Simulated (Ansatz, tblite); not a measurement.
# The cluster Br₂Cd₇CuTe₇: rung by rung

How do method and basis change the picture of the cluster Br₂Cd₇CuTe₇ (doublet)?

Computed with Ansatz 0.2.0, Gaussian basis. Level: as each input shows.

Plan: GFN1-xTB, GFN2-xTB, PBE-D4/def2-SVP, r2SCAN-D4/def2-SVP, HF/def2-SVP, r2SCAN0-D4/def2-SVP, B97M-V/def2-SVP, r2SCAN-D4/def2-mTZVP.

1 further run of the same task is left out (for a known fault of the program). Runs told in other sessions of the task aren't counted.

## 1. The relaxed structure

The geometry is that of the doublet, from an earlier relaxation (PBE-D4/def2-SVP).

17 atoms, charge 0, spin multiplicity 2.

Bond lengths: Te1–Cd8 2.855 Å, Te1–Cd11 2.879 Å, Te1–Cd14 3.270 Å, Te1–Cd15 2.906 Å, Te2–Cd10 2.804 Å, Te2–Cd11 2.818 Å, Te2–Cd13 2.786 Å, Te3–Cd9 2.704 Å, Te3–Cd14 2.761 Å, Te4–Cu12 2.592 Å, Te4–Cd13 2.779 Å, Te4–Cd14 2.841 Å, Te5–Cd8 2.754 Å, Te5–Cd10 2.806 Å, Te5–Cd15 2.933 Å, Te6–Cd10 2.887 Å, Te6–Cu12 2.644 Å, Te6–Cd13 2.936 Å and more. Angles: Cd8–Te1–Cd11 69.2°, Cd8–Te1–Cd14 139.9°, Cd8–Te1–Cd15 78.0°, Cd11–Te1–Cd14 70.7°, Cd11–Te1–Cd15 102.4°, Cd14–Te1–Cd15 109.2°, Cd10–Te2–Cd11 86.4°, Cd10–Te2–Cd13 73.9°, Cd11–Te2–Cd13 80.9°, Cd9–Te3–Cd14 75.2°, Cu12–Te4–Cd13 61.4°, Cu12–Te4–Cd14 98.1°, Cd13–Te4–Cd14 93.1°, Cd8–Te5–Cd10 80.3°, Cd8–Te5–Cd15 79.2°, Cd10–Te5–Cd15 68.7°, Cd10–Te6–Cu12 104.9°, Cd10–Te6–Cd13 70.5° and more.

Cd, Te take a core potential in the def2 sets. No spin-orbit coupling is included.

PBE0-D4/def2-SVP was run before; its log isn't repeated, and its numbers join the tables.

## 2. GFN1-xTB

Tight binding, by tblite at 300 K electronic temperature and without a spin-polarisation term:

```python
tblite.interface.Calculator('GFN1-xTB', numbers, positions, charge=0, uhf=1).singlepoint()
```

Energy -1230.8949 eV; 0.099 s.

## 3. GFN2-xTB

Tight binding, by tblite at 300 K electronic temperature and without a spin-polarisation term:

```python
tblite.interface.Calculator('GFN2-xTB', numbers, positions, charge=0, uhf=1).singlepoint()
```

Energy -1043.5736 eV; 0.3 s.

## 4. PBE-D4/def2-SVP

start.molden holds the orbitals of an earlier run on this state, given as this run's starting guess.

The input, in.yaml:

```yaml
crystal:
  periodic: [false, false, false]
  atoms:
    - {symbol: Te, position_ang: [-1.985255, -0.340442, 0.061643]}
    - {symbol: Te, position_ang: [2.211575, -1.133467, -2.661533]}
    - {symbol: Te, position_ang: [-1.986510, -1.777722, 4.083749]}
    - {symbol: Te, position_ang: [2.140419, -0.939345, 2.604657]}
    - {symbol: Te, position_ang: [-1.230811, 2.898590, -2.849126]}
    - {symbol: Te, position_ang: [2.425474, 2.683681, -0.279579]}
    - {symbol: Te, position_ang: [-0.345888, 3.183750, 2.624803]}
    - {symbol: Cd, position_ang: [-2.235290, 0.338875, -2.700500]}
    - {symbol: Cd, position_ang: [-1.002951, 0.630643, 3.346361]}
    - {symbol: Cd, position_ang: [1.166525, 1.466976, -2.575645]}
    - {symbol: Cd, position_ang: [-0.243108, -1.965598, -1.554331]}
    - {symbol: Cu, position_ang: [1.407363, 1.414705, 1.804964]}
    - {symbol: Cd, position_ang: [2.581289, -0.239534, -0.048809]}
    - {symbol: Cd, position_ang: [-0.261178, -2.330917, 2.001007]}
    - {symbol: Cd, position_ang: [-0.685381, 2.256442, -0.039748]}
    - {symbol: Br, position_ang: [-1.910715, -2.008067, -3.841816]}
    - {symbol: Br, position_ang: [-0.045559, -4.138562, 0.023891]}
basis:
  gaussian: {orbitals: def2-SVP, fitting: {mean_field: def2-universal-jkfit}, initial_orbitals: start.molden}
magnetization: {spin_polarized: true, initial_magnetization: 1}
hamiltonian: {xc: pbe, dispersion: d4}
scf: {omitted_lower_state_checks: [starts]}
output: {forces: true, orbitals: {seedname: orbitals}}
```

Started as:

```console
$ ansatz run in.yaml --threads 2 --pin off --events-out ev --progress --plain --max-ram 32768MiB --backend cuda --devices 0, --max-vram 18GiB
```

What it wrote, cut to the lines that bear on the results:

```text
Functional definition: PBE
  name "PBE"
  cite "Perdew, Burke & Ernzerhof, Phys. Rev. Lett. 77, 3865 (1996) doi:10.1103/PhysRevLett.77.3865"
  parent pbe
[...]
4107 factors; integrals over basis functions are off by at most 9.7e-3 eV
[...]
mean field -267704.00387561 eV, -9837.9406861375 hartree, gradient 1.8e-5 eV, S^2 0.751651; 0 other end points of the search recorded, 0 dependent functions left out
[...]
reference -267704.00394188 eV, -9837.9406885730 hartree; 204, 203 occupied and 290, 291 virtual orbitals, 4107 factors
Total energy: -267706.74350415 eV, -9838.0413656295 hartree
Atom 0 at    -1.985255    -0.340442     0.061643 Å, force    -0.002643    -0.013462    -0.001672 eV/Å
Atom 1 at     2.211575    -1.133467    -2.661533 Å, force     0.005457    -0.011738     0.006498 eV/Å
Atom 2 at    -1.986510    -1.777722     4.083749 Å, force    -0.011545    -0.001884     0.014710 eV/Å
Atom 3 at     2.140419    -0.939345     2.604657 Å, force     0.011293     0.011173    -0.021946 eV/Å
Atom 4 at    -1.230811     2.898590    -2.849126 Å, force    -0.003825     0.017509    -0.006206 eV/Å
Atom 5 at     2.425474     2.683681    -0.279579 Å, force     0.001160     0.005814     0.000331 eV/Å
Atom 6 at    -0.345888     3.183750     2.624803 Å, force     0.002194     0.008636    -0.009355 eV/Å
Atom 7 at    -2.235290     0.338875    -2.700500 Å, force    -0.000820    -0.020997     0.004403 eV/Å
Atom 8 at    -1.002951     0.630643     3.346361 Å, force     0.006774    -0.004734     0.012143 eV/Å
Atom 9 at     1.166525     1.466976    -2.575645 Å, force     0.006554     0.000577    -0.002687 eV/Å
Atom 10 at    -0.243108    -1.965598    -1.554331 Å, force     0.007289    -0.003436    -0.006091 eV/Å
Atom 11 at     1.407363     1.414705     1.804964 Å, force     0.001180    -0.011867     0.006967 eV/Å
Atom 12 at     2.581289    -0.239534    -0.048809 Å, force    -0.008006    -0.000614     0.012381 eV/Å
Atom 13 at    -0.261178    -2.330917     2.001007 Å, force    -0.007623    -0.007930    -0.025647 eV/Å
Atom 14 at    -0.685381     2.256442    -0.039748 Å, force    -0.004709     0.011593     0.003265 eV/Å
Atom 15 at    -1.910715    -2.008067    -3.841816 Å, force     0.001269     0.009856     0.006470 eV/Å
Atom 16 at    -0.045559    -4.138562     0.023891 Å, force    -0.004000     0.011505     0.006434 eV/Å
Dipole moment:     0.111584     0.497455    -0.340177 e Å
Checks for a lower state left out: starts
```

Wall time 8 s (1 × H100 (card shared with other runs) with 2 threads of AMD EPYC 7R13, shared host); peak host memory 1.3 GiB.

Report: HOMO -5.20 eV, LUMO -5.14 eV (over both spins); ⟨S²⟩ 0.752 (pure: 0.75).

## 5. r2SCAN-D4/def2-SVP

Edit in.yaml of step 4 so:

```diff
@@ -23,4 +23,4 @@
 magnetization: {spin_polarized: true, initial_magnetization: 1}
-hamiltonian: {xc: pbe, dispersion: d4}
+hamiltonian: {xc: r2scan, dispersion: d4}
 scf: {omitted_lower_state_checks: [starts]}
-output: {forces: true, orbitals: {seedname: orbitals}}
+output: {orbitals: {seedname: orbitals}}
```

Same command.

What it wrote, cut to the lines that bear on the results:

```text
Functional definition: r2SCAN
  name "r2SCAN"
  cite "Furness, Kaplan, Ning, Perdew & Sun, J. Phys. Chem. Lett. 11, 8208 (2020) doi:10.1021/acs.jpclett.0c02405"
  cite "Furness, Kaplan, Ning, Perdew & Sun, J. Phys. Chem. Lett. 11, 9248 (2020) doi:10.1021/acs.jpclett.0c03077"
  parent r2scan
[...]
4107 factors; integrals over basis functions are off by at most 9.7e-3 eV
[...]
mean field -267764.15639776 eV, -9840.1512505537 hartree, gradient 9.8e-6 eV, S^2 0.753296; 0 other end points of the search recorded, 0 dependent functions left out
reference -267764.15642637 eV, -9840.1512516052 hartree; 204, 203 occupied and 290, 291 virtual orbitals, 4107 factors
Total energy: -267764.83728718 eV, -9840.1762727784 hartree
Checks for a lower state left out: starts
```

It took 11 s on 1 × H100 (card shared with other runs) with 2 threads of AMD EPYC 7R13, shared host; peak host memory 1.6 GiB.

HOMO -5.38 eV, LUMO -5.31 eV (over both spins); ⟨S²⟩ 0.753 (pure: 0.75).

## 6. HF/def2-SVP

Edit in.yaml of step 5 so:

```diff
@@ -23,3 +23,3 @@
 magnetization: {spin_polarized: true, initial_magnetization: 1}
-hamiltonian: {xc: r2scan, dispersion: d4}
+hamiltonian: {xc: hf}
 scf: {omitted_lower_state_checks: [starts]}
```

The command is unchanged.

What it wrote:

```text
Functional definition: HF
  name "HF"
  cite "Fock, Z. Phys. 61, 126 (1930) doi:10.1007/BF01340294"
  parent pbe
  exchange = exact_x
  correlation = 0
these checks for a lower state are left out or cut short: starts
4107 factors; integrals over basis functions are off by at most 9.7e-3 eV
mean field evaluation 1: about -267222.2477 eV, gradient 2.7e1 eV
mean field evaluation 2: about -267226.5731 eV, gradient 3.4e0 eV
mean field evaluation 4: about -267227.0372 eV, gradient 1.9e-1 eV
mean field evaluation 8: about -267227.0392 eV, gradient 1.5e-5 eV
mean field -267227.03918494 eV, -9820.4125570538 hartree, gradient 8.6e-6 eV, S^2 0.794110; 0 other end points of the search recorded, 0 dependent functions left out
reference -267227.03918494 eV, -9820.4125570538 hartree; 204, 203 occupied and 290, 291 virtual orbitals, 4107 factors
Total energy: -267227.03918494 eV, -9820.4125570538 hartree
Checks for a lower state left out: starts
```

Wall time 8.5 s (1 × H100 (card shared with other runs) with 2 threads of AMD EPYC 7R13, shared host); peak host memory 1.1 GiB.

HOMO -7.41 eV, LUMO -2.63 eV (over both spins); ⟨S²⟩ 0.794 (pure: 0.75).

## 7. r2SCAN0-D4/def2-SVP

Edit in.yaml of step 6 so:

```diff
@@ -23,3 +23,3 @@
 magnetization: {spin_polarized: true, initial_magnetization: 1}
-hamiltonian: {xc: hf}
+hamiltonian: {xc: {name: r2SCAN0}, dispersion: d4}
 scf: {omitted_lower_state_checks: [starts]}
```

Launched as before.

What it wrote, cut to the lines that bear on the results:

```text
Functional definition: r2SCAN0
  name "r2SCAN0"
  cite "Bursch, Neugebauer, Ehlert & Grimme, J. Chem. Phys. 156, 134105 (2022) doi:10.1063/5.0086040"
  cite "Furness, Kaplan, Ning, Perdew & Sun, J. Phys. Chem. Lett. 11, 8208 (2020) doi:10.1021/acs.jpclett.0c02405"
  cite "Furness, Kaplan, Ning, Perdew & Sun, J. Phys. Chem. Lett. 11, 9248 (2020) doi:10.1021/acs.jpclett.0c03077"
  parent r2scan
[...]
4107 factors; integrals over basis functions are off by at most 9.7e-3 eV
[...]
mean field -267750.38521228 eV, -9839.6451688220 hartree, gradient 2.9e-6 eV, S^2 0.759603; 0 other end points of the search recorded, 0 dependent functions left out
reference -267750.38523448 eV, -9839.6451696376 hartree; 204, 203 occupied and 290, 291 virtual orbitals, 4107 factors
Total energy: -267751.29059332 eV, -9839.6784409614 hartree
Checks for a lower state left out: starts
```

Wall time 16 s (1 × H100 (card shared with other runs) with 2 threads of AMD EPYC 7R13, shared host); peak host memory 1.6 GiB.

From the report: HOMO -5.86 eV, LUMO -5.09 eV (over both spins); ⟨S²⟩ 0.760 (pure: 0.75).

## 8. B97M-V/def2-SVP

Edit in.yaml of step 7 so:

```diff
@@ -23,3 +23,3 @@
 magnetization: {spin_polarized: true, initial_magnetization: 1}
-hamiltonian: {xc: {name: r2SCAN0}, dispersion: d4}
+hamiltonian: {xc: {name: B97M-V}}
 scf: {omitted_lower_state_checks: [starts]}
```

Launched as before.

What it wrote, cut to the lines that bear on the results:

```text
Functional definition: B97M-V
  name "B97M-V"
  cite "Mardirossian & Head-Gordon, J. Chem. Phys. 142, 074111 (2015) doi:10.1063/1.4907719"
  cite "Becke, J. Chem. Phys. 107, 8554 (1997) doi:10.1063/1.475007"
  cite "Vydrov & Van Voorhis, J. Chem. Phys. 133, 244103 (2010) doi:10.1063/1.3521275"
  # Of w^i u^j: cxij and so on, Table III.
[...]
  gx(w, u) = cx00 + cx01*u + cx02*u^2 + (cx10 + cx11*u)*w
  gss(w, u) = css00 + css02*u^2 + css10*w + (css32*w^3 + css42*w^4)*u^2
  gos(w, u) = cos00 + cos01*u + cos03*u^3 + cos10*w + cos32*w^3*u^2
[...]
      + integral(e_c_pw_mod_opposite_spin*gos(b97_w_opposite, b97_u_opposite)) + vv10(b, c)
[...]
4107 factors; integrals over basis functions are off by at most 9.7e-3 eV
[...]
mean field -267695.94743417 eV, -9837.6446173754 hartree, gradient 1.4e-5 eV, S^2 0.754805; 0 other end points of the search recorded, 0 dependent functions left out
reference -267695.94752973 eV, -9837.6446208872 hartree; 204, 203 occupied and 290, 291 virtual orbitals, 4107 factors
Total energy: -267695.94752973 eV, -9837.6446208872 hartree
Checks for a lower state left out: starts
```

Run time: 14 s. Hardware: 1 × H100 (card shared with other runs) with 2 threads of AMD EPYC 7R13, shared host; peak host memory 2.3 GiB.

From the report: HOMO -5.24 eV, LUMO -5.17 eV (over both spins); ⟨S²⟩ 0.755 (pure: 0.75).

## 9. r2SCAN-D4/def2-mTZVP

Edit in.yaml of step 8 so:

```diff
@@ -21,5 +21,5 @@
 basis:
-  gaussian: {orbitals: def2-SVP, fitting: {mean_field: def2-universal-jkfit}, initial_orbitals: start.molden}
+  gaussian: {orbitals: def2-mTZVP, fitting: {mean_field: def2-universal-jkfit}, initial_orbitals: start.molden}
 magnetization: {spin_polarized: true, initial_magnetization: 1}
-hamiltonian: {xc: {name: B97M-V}}
+hamiltonian: {xc: r2scan, dispersion: d4}
 scf: {omitted_lower_state_checks: [starts]}
```

Same command.

What it wrote, cut to the lines that bear on the results:

```text
Functional definition: r2SCAN
  name "r2SCAN"
  cite "Furness, Kaplan, Ning, Perdew & Sun, J. Phys. Chem. Lett. 11, 8208 (2020) doi:10.1021/acs.jpclett.0c02405"
  cite "Furness, Kaplan, Ning, Perdew & Sun, J. Phys. Chem. Lett. 11, 9248 (2020) doi:10.1021/acs.jpclett.0c03077"
  parent r2scan
[...]
4107 factors; integrals over basis functions are off by at most 5.2e-1 eV
[...]
mean field -267796.08055122 eV, -9841.3244415544 hartree, gradient 2.9e-5 eV, S^2 0.753660; 0 other end points of the search recorded, 0 dependent functions left out
reference -267796.08058049 eV, -9841.3244426302 hartree; 204, 203 occupied and 384, 385 virtual orbitals, 4107 factors
Total energy: -267796.76144130 eV, -9841.3494638034 hartree
Checks for a lower state left out: starts
```

Wall time 12 s (1 × H100 (card shared with other runs) with 2 threads of AMD EPYC 7R13, shared host); peak host memory 1.6 GiB.

Report: HOMO -5.33 eV, LUMO -5.26 eV (over both spins); ⟨S²⟩ 0.754 (pure: 0.75).

## 10. Comparison

| level | functions | HOMO (eV) | LUMO (eV) | gap (eV) | ⟨S²⟩ | time |
| --- | --- | --- | --- | --- | --- | --- |
| HF/def2-SVP | 494 | -7.41 | -2.63 | 4.77 | 0.794 | 8.5 s |
| PBE-D4/def2-SVP | 494 | -5.20 | -5.14 | 0.06 | 0.752 | 8 s |
| r2SCAN-D4/def2-SVP | 494 | -5.38 | -5.31 | 0.07 | 0.753 | 11 s |
| r2SCAN-D4/def2-mTZVP | 588 | -5.33 | -5.26 | 0.07 | 0.754 | 12 s |
| B97M-V/def2-SVP | 494 | -5.24 | -5.17 | 0.07 | 0.755 | 14 s |
| PBE0-D4/def2-SVP | 494 | -5.74 | -5.01 | 0.73 | 0.756 | 12 s |
| r2SCAN0-D4/def2-SVP | 494 | -5.86 | -5.09 | 0.77 | 0.760 | 16 s |

## 11. Binding energy

Free atoms were run apart at each level; binding is atoms less cluster, divided by the number of atoms, without zero-point or spin-orbit terms.

| level | binding an atom (eV) |
| --- | --- |
| HF/def2-SVP | 1.049 |
| PBE-D4/def2-SVP | 2.053 |
| r2SCAN-D4/def2-SVP | 2.046 |
| r2SCAN-D4/def2-mTZVP | 2.012 |
| B97M-V/def2-SVP | 1.861 |
| PBE0-D4/def2-SVP | 2.015 |
| r2SCAN0-D4/def2-SVP | 1.981 |

## 12. What came out

```
                                                                  quantity                              value
 gap in def2-SVP, named functionals and Hartree-Fock, smallest and largest     0.06 eV (PBE-D4), 4.77 eV (HF)
                                  binding an atom, functionals in def2-SVP  1.86 (B97M-V) to 2.05 eV (PBE-D4)
⟨S²⟩ in def2-SVP, named functionals and Hartree-Fock, smallest and largest                       0.752, 0.794
```

In words: Over the named functionals and Hartree-Fock in def2-SVP the gap runs from 0.06 eV (PBE-D4) to 4.77 eV (HF); exact exchange widens it. Over the named functionals and Hartree-Fock in def2-SVP spin contamination reaches 0.04 (HF), which is small.

The slowest run with a step of its own, r2SCAN0-D4/def2-SVP, took 16 s; the quickest functional in def2-SVP took 8 s (shared host).
